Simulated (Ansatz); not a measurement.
Crystal: VCrC2.

```
Cr V C
1.0
     1.46063    0.84330    4.73939
    -1.46063    0.84330    4.73939
     0.00000   -1.68659    4.73939
Cr V C
1 1 2
Direct
  0.50000 0.50000 0.50000
  0.00000 0.00000 0.00000
  0.24876 0.24876 0.24876
  0.75124 0.75124 0.75124
```

The cell comes from a database or a generator and needn't be the stable form of this composition.

Base run:

- Program: Ansatz 0.2.0
- Functional: PBE
- Potentials or basis: Ansatz PAW
- Cutoff: 420 eV (not typed: the program's choice for these potentials)
- k mesh: 9 × 9 × 9
- Occupations: fermi-dirac, width 0.05 eV
- Spin: collinear spin, ferromagnetic start
- Starting moments: [4.5, 3.0, 0.0, 0.0] μB
- Fixed moment: 7.5 μB

Its results: pressure 68.7 GPa; site moments Cr +2.69; V +1.80; C +0.66 μB; largest force 0.153 eV/Å.

Problem. The run is repeated on the same cell with these changes: fixed moment from 7.5 μB to 3.8 μB; moments at the start from [4.5, 3.0, 0.0, 0.0] to [2.28, 1.52, 0.0, 0.0]. What comes out?

Solution. Pressure 17.8 GPa; site moments Cr +1.98; V +0.94; C +0.07 μB; largest force 0.180 eV/Å.

Caveats: the total moment is fixed, so each spin has its own Fermi level; the thresholds are loose for stress; a pressure of tens of GPa on the cell as given is suspect, and the run, the potentials or the cell itself is likely at fault (some runs).
